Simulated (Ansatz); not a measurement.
# C5HF5N: the cost of one run

Program: Ansatz 0.2.0 through its Python package. Level of theory: PBE+D3(BJ)/def2-SVP. These are calculated values, not measurements.

## (1) Starting point

Bond lengths: F1–C2 1.337 Å, C2–C3 1.385 Å, C3–F4 1.337 Å, C3–C5 1.387 Å, C5–F6 1.336 Å, C5–N7 1.337 Å, N7–C8 1.337 Å, C8–F9 1.336 Å, C2–C10 1.385 Å, C8–C10 1.387 Å, C10–F11 1.337 Å, N7–H12 1.019 Å. Angles (14 of 18 angles, heavy atoms first): F1–C2–C3 120.1°, F1–C2–C10 120.0°, C3–C2–C10 119.9°, C2–C3–F4 120.7°, C2–C3–C5 118.9°, F4–C3–C5 120.4°, C3–C5–F6 120.8°, C3–C5–N7 120.0°, F6–C5–N7 119.2°, C5–N7–C8 122.4°, N7–C8–F9 119.3°, N7–C8–C10 120.0°, F9–C8–C10 120.8°, C2–C10–C8 118.9°.

No structure file is read: the coordinates are typed or built in the script.

## (2) The code

File run_freq.py:

```python
'''Harmonic frequencies of C5HF5N(+) at its relaxed geometry.'''

import ansatz as az
import numpy as np
from rdkit import Chem
from rdkit.Chem import AllChem


def main() -> None:
    # a force-field geometry from the SMILES
    rd = Chem.AddHs(Chem.MolFromSmiles('Fc1c(F)c(F)[nH+]c(F)c1F'))
    AllChem.EmbedMolecule(rd, randomSeed=865)
    AllChem.UFFOptimizeMolecule(rd)
    molecule = az.Crystal.molecule()
    for atom, xyz in zip(rd.GetAtoms(), rd.GetConformer().GetPositions()):
        molecule = molecule.atom(atom.GetSymbol(), xyz.round(5).tolist())

    calc = molecule.calculation()
    calc = calc.basis(gaussian='def2-SVP')
    calc = calc.functional('PBE', dispersion='d3bj')
    calc = calc.charge(1)
    calc = calc.scf(lower_state_search='light')
    symbols = [site.symbol for site in molecule.cartesian_sites]
    start = np.array([site.position_ang for site in molecule.cartesian_sites], dtype=float)
    data = calc.relax(force_tolerance=0.003).run().report
    end = np.array(data['positions_ang'])

    print('final positions (A) and the move of each atom')
    for symbol, xyz, old in zip(symbols, end, start):
        print(f'{symbol:2s} {xyz[0]:10.5f} {xyz[1]:10.5f} {xyz[2]:10.5f}   {np.linalg.norm(xyz - old):7.4f}')

    # same settings at the minimum
    minimum = az.Crystal.molecule()
    for symbol, place in zip(symbols, end):
        minimum = minimum.atom(symbol, place.tolist())
    vibrating = minimum.calculation()
    vibrating = vibrating.basis(gaussian='def2-SVP').functional('PBE', dispersion='d3bj')
    vibrating = vibrating.charge(1).scf(lower_state_search='light')
    vibrating = vibrating.phonons(temperatures=(100, 500, 100))
    vib = vibrating.run().report['vibrations']
    sums = vib['harmonic_sums']
    modes = [m['omega_inv_cm'] for m in sums['modes_at_gamma'] if m['rigid_motion'] == 'no']
    print('frequencies (1/cm):', ' '.join(f'{w:.0f}' for w in modes))
    print('imaginary modes:', sum(w < 0 for w in modes), ' zero-point energy:', round(sums['zero_point_energy_ev'], 4), 'eV')
    print('T (K)   F_vib (eV)   S_vib (meV/K)   C_vib (meV/K)')
    for row in zip(sums['temperatures_k'], sums['vibrational_free_energy_ev'], vib['entropy_ev_per_k'], vib['heat_capacity_ev_per_k']):
        print(f'{row[0]:6.1f} {row[1]:11.4f} {1000 * row[2]:13.4f} {1000 * row[3]:15.4f}')


if __name__ == '__main__':
    main()
```

## (3) The calls as engine input

The package turns the script's settings into the engine's input (first run):

```yaml
crystal:
  periodic: [false, false, false]
  atoms:
    - { symbol: F, position_ang: [-2.14852, -1.54831, 0.65954] }
    - { symbol: C, position_ang: [-1.08081, -0.77888, 0.33178] }
    - { symbol: C, position_ang: [-1.25746, 0.57314, 0.02799] }
    - { symbol: F, position_ang: [-2.49552, 1.12603, 0.05833] }
    - { symbol: C, position_ang: [-0.14467, 1.35052, -0.30767] }
    - { symbol: F, position_ang: [-0.30113, 2.66466, -0.60497] }
    - { symbol: "N", position_ang: [1.09637, 0.79009, -0.33656] }
    - { symbol: C, position_ang: [1.28875, -0.52604, -0.04354] }
    - { symbol: F, position_ang: [2.53823, -1.05251, -0.08177] }
    - { symbol: C, position_ang: [0.20014, -1.33509, 0.29657] }
    - { symbol: F, position_ang: [0.38595, -2.64628, 0.58926] }
    - { symbol: H, position_ang: [1.91866, 1.38267, -0.58897] }
basis:
  gaussian:
    orbitals: def2-SVP
hamiltonian:
  xc: pbe
  dispersion: d3bj
total_charge: 1.0
scf:
  lower_state_search: light
relax:
  f_tol: 0.003
```

## (4) The run

Run with:

```sh
> python run_freq.py
```

Q: Estimate wall time and peak memory on 1 thread of Arm Neoverse V1, shared host.

About 8.7 min, with a peak of 0.32 GiB.
